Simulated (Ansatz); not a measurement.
# ScGaC6N6: the cost of one run

Program: Ansatz 0.2.0. Level of theory: DFT PBE, scalar-relativistic, plane waves, PAW. These are calculated values, not measurements.

## (1) Starting point

The structure is cubic, space group Fm-3m (No. 225). The conventional cell has a = 10.354 Å, b = 10.354 Å, c = 10.354 Å, α = 90.00°, β = 90.00°, γ = 90.00°. Sc (site symmetry m-3m) is surrounded by 6 C at 2.02 Å. Ga (site symmetry m-3m) has 6 N at 1.99 Å in its first shell of neighbours. C (site symmetry 4mm) has 1 N at 1.17 Å and 1 Sc at 2.02 Å in its first shell of neighbours. N (site symmetry 4mm) has 1 C at 1.17 Å and 1 Ga at 1.99 Å in its first shell of neighbours.

Coordinates:

```cif
data_structure
_symmetry_space_group_name_H-M 'Fm-3m'
_symmetry_Int_Tables_number 225
_cell_length_a 10.3540
_cell_length_b 10.3540
_cell_length_c 10.3540
_cell_angle_alpha 90.000
_cell_angle_beta 90.000
_cell_angle_gamma 90.000
_cell_volume 1110.00
loop_
_atom_site_label
_atom_site_type_symbol
_atom_site_symmetry_multiplicity
_atom_site_Wyckoff_symbol
_atom_site_fract_x
_atom_site_fract_y
_atom_site_fract_z
_atom_site_occupancy
Sc1 Sc 4 a 0.00000 0.00000 0.00000 1
Ga1 Ga 4 b 0.50000 0.00000 0.00000 1
C1 C 24 e 0.19529 0.00000 0.00000 1
N1 N 24 e 0.30829 0.00000 0.00000 1
```

A structure generator made this guess: cyanide-bridged rock-salt net of two metals, 0 guest cations a cell (Fm-3m, No. 225). Its size is a rough estimate.

## (2) Probe: one point on a coarse mesh

input.yaml

```yaml
crystal:
  lattice:
    - [0.0, 5.177, 5.177]
    - [5.177, 0.0, 5.177]
    - [5.177, 5.177, 0.0]
  atoms:
    - { symbol: Sc, position: [0.0, 0.0, 0.0] }
    - { symbol: Ga, position: [0.5, 0.5, 0.5] }
    - { symbol: C, position: [0.80471315, 0.19528685, 0.19528685] }
    - { symbol: C, position: [0.19528685, 0.80471315, 0.19528685] }
    - { symbol: C, position: [0.19528685, 0.19528685, 0.80471315] }
    - { symbol: C, position: [0.19528685, 0.80471315, 0.80471315] }
    - { symbol: C, position: [0.80471315, 0.19528685, 0.80471315] }
    - { symbol: C, position: [0.80471315, 0.80471315, 0.19528685] }
    - { symbol: "N", position: [0.69171335, 0.30828665, 0.30828665] }
    - { symbol: "N", position: [0.30828665, 0.69171335, 0.30828665] }
    - { symbol: "N", position: [0.30828665, 0.30828665, 0.69171335] }
    - { symbol: "N", position: [0.30828665, 0.69171335, 0.69171335] }
    - { symbol: "N", position: [0.69171335, 0.30828665, 0.69171335] }
    - { symbol: "N", position: [0.69171335, 0.69171335, 0.30828665] }
basis:
  ecutwfc: 420
kpoints:
  mp_grid: { grid: [4, 4, 4] }
hamiltonian:
  xc: pbe
scf:
  occupations: { method: gaussian, width: 0.1 }
  lower_state_search: "off"
output:
  forces: true
  stress: true
  eigenvalues: true
```

Run with:

```console
ansatz run input.yaml --threads 1 --pin off --max-ram 2560MiB --backend cpu --events-out ev --progress --plain --runs-dir out
```

Q: Estimate wall time and peak memory on 1 thread of Intel Xeon Platinum 8488C (Sapphire Rapids), shared host.

About 5.3 s, with a peak of 0.6 GiB.
